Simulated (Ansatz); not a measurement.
A run of Ansatz 0.2.0 is set up as follows.

input.yaml

```yaml
crystal:
  lattice:
    - [2.8584044518, 0.0, 0.0]
    - [-1.4292022259, 2.4754508696, 0.0]
    - [0.0, 0.0, 6.532504]
  atoms:
    - { symbol: Pt, position: [0.6666666667, 0.3333333333, 0.316206] }
    - { symbol: Pt, position: [0.3333333333, 0.6666666667, 0.683794] }
    - { symbol: Mn, position: [0.0, 0.0, 0.0], spin: 4.0 }
hamiltonian:
  xc: pbesol
  pseudopotentials: { kind: paw }
magnetization:
  spin_polarized: true
kpoints:
  mp_grid: { grid: [11, 11, 4] }
scf:
  occupations: { method: fermi_dirac, width: 0.05 }
output:
  forces: true
  stress: true
  eigenvalues: true
```

Potentials or basis: Ansatz PAW.

Run with:

```sh
$ ansatz run input.yaml --threads 2 --pin off --max-ram 5632MiB --backend cpu --events-out ev --progress --plain --runs-dir out
```

Q: What does it give for the absolute moment?

A: 4.59 μB per cell.

Q: Estimate the site moments.

A: Pt +0.30; Mn +3.71 μB.

Stress tensor (GPa, compression positive):
```
-10.14   0.00   0.00
  0.00 -10.14   0.00
  0.00   0.00  -7.29
```

Caveat: the PAW data sets come from PBE, with cores solved anew for the run's functional, which leaves a small shift of forces and pressure. The run has no spin-orbit coupling, so splittings on Pt are missing.
